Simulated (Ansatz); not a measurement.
# BiN: the cost of one run

Computed with Ansatz 0.2.0 (DFT PBE, scalar-relativistic, plane waves, PAW, unless a step's input says otherwise).

1 further run of the same task is left out (it didn't finish). Runs told in other sessions of the task aren't counted.

### 1 Starting point

It takes space group P-6m2 (No. 187, hexagonal). Conventional cell: a = 3.489 Å, b = 3.489 Å, c = 3.265 Å, α = 90.00°, β = 90.00°, γ = 120.00°. Bi (site symmetry -6m2) has 6 N at 2.59 Å in its first shell of neighbours. N (site symmetry -6m2) has 6 Bi at 2.59 Å in its first shell of neighbours.

As a file:

```xyz
2
Lattice="3.4894 0.0000 0.0000 -1.7447 3.0219 0.0000 0.0000 0.0000 3.2652" Properties=species:S:1:pos:R:3 pbc="T T T"
Bi    0.0000    0.0000    0.0000
N     1.7447    1.0073    1.6326
```

This cell comes from an earlier session at PBE: 17.215 Å³/atom at 0.00 GPa, on a 12×12×10 mesh.

The changes: atom 2 (N) moved 0.05 Å along y; atom 2 (N) moved 0.08 Å along x; strain e3 = -0.01, atoms carried along; strain e6 = -0.01, atoms carried along; all atoms moved at random (σ = 0.03 Å), cell strained at random (1 %); all atoms moved at random (σ = 0.1 Å), cell strained at random (1 %).

### 2 Atom 2 (N) moved 0.05 Å along y

Contents of input.yaml:

```yaml
crystal:
  lattice:
    - [3.4893699739, 0.0, 0.0]
    - [-1.744684987, 3.0218830406, 0.0]
    - [0.0, 0.0, 3.2651770091]
  atoms:
    - { symbol: Bi, position: [0.0, 0.0, 0.0] }
    - { symbol: "N", position: [0.674939654, 0.3498793079, 0.5] }
basis:
  ecutwfc: 420
  ecutrho_ratio: 4
kpoints:
  mp_grid: { grid: [12, 12, 10] }
hamiltonian:
  xc: pbe
scf:
  occupations: { method: gaussian, width: 0.05 }
output:
  forces: true
  stress: true
  eigenvalues: true
  write_density: true
  write_potential: true
  elf: true
  volumetric_format: npy
```

Command:

```sh
ansatz run input.yaml --threads 2 --pin off --max-ram 2662MiB --backend cpu --events-out ev --progress --plain --runs-dir out
```

What time and memory should one allow on 2 threads of Arm Neoverse V1, shared host?

About 9.2 s, with a peak of 0.42 GiB.
